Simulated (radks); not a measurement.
# Exchange and kinetic functionals tested on atomic densities: N, Xe, Li²⁺, Se⁴⁺, Zn, Rb

The task here is to estimate one member of a computed series from the others.

The numbers are computed with radks (a radial shooting solver on a logarithmic mesh, Libxc functionals) version 1 (non-relativistic Kohn-Sham, r2SCAN, spin-polarised, spherical densities, point nucleus; open shells are filled with parallel spins first), except any that are marked as measured or tabulated.

### What is computed

```
species : N ([He] 2s2 2p3), Xe ([Xe]), Li²⁺ (1s1), Se⁴⁺ ([Ar] 3d10 4s2), Zn ([Ar] 3d10 4s2), Rb ([Kr] 5s1)
```

The first run:

Input:

```text
Z 7
configuration [He] 2s2 2p3
relativity non-relativistic
functional r2scan,r2scan
spin polarised
nucleus point
```

Among the steps run: N, [He] 2s2 2p3.

One of the session's tables, all rows but one given; the rest of the session is left out.

It belongs to the step «N, [He] 2s2 2p3». From the orbitals of this run (lengths in bohr):

| level | <r> | outermost maximum (interpolated) | 90 % within |
| --- | --- | --- | --- |
| 1s up | ? | ? | ? |
| 1s down | 0.2286 | 0.148 | 0.409 |
| 2s up | 1.299 | 1.00 | 2.08 |
| 2s down | 1.383 | 1.04 | 2.24 |
| 2p up | 1.414 | 0.964 | 2.43 |
| 2p down | 1.632 | 1.06 | 2.86 |

Estimate the missing values for 1s up.

**Answer.** <r>: 0.2301; outermost maximum (interpolated): 0.149; 90 % within: 0.412. In the column «<r>» it lies between 1s down (0.2286) and 2s up (1.299).
